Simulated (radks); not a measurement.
**Cu²¹⁺ in [He] 2s2 2p4: an all-electron calculation**

The task here is to estimate one member of a computed series from the others.

The numbers are computed with radks (a radial shooting solver on a logarithmic mesh, Libxc functionals) version 1 (Dirac Kohn-Sham, PBE, spin-unpolarised, spherical densities, point nucleus; open shells fill j = l - 1/2 first), except any that are marked as measured or tabulated.

### The system

- element: copper (Z = 29)
- charge: +21
- electrons: 8
- configuration: [He] 2s2 2p4

The first run:

The run's settings:

```text
Z 29
configuration [He] 2s2 2p4
relativity Dirac
functional pbe,pbe
spin unpolarised
j_filling energy
nucleus point
c 137.035999084
```

Among the steps run: Self-consistent calculation.

One table of the session follows, with a row left open; its other results are not shown here.

It belongs to the step «Shells». Sizes of the orbitals, from the radial functions (bohr):

| level | <r> | outermost maximum (interpolated) | 90 % within |
| --- | --- | --- | --- |
| 1s1/2 | 0.05202 | 0.0341 | 0.0929 |
| 2s1/2 | ? | ? | ? |
| 2p1/2 | 0.1933 | 0.151 | 0.314 |
| 2p3/2 | 0.1963 | 0.154 | 0.318 |

**Question.** Estimate the row for 2s1/2.

**Answer.** <r>: 0.2251; outermost maximum (interpolated): 0.192; 90 % within: 0.346. In the column «<r>» it is the highest.

Limits of these values: Spin polarisation and multiplet splitting are left out.
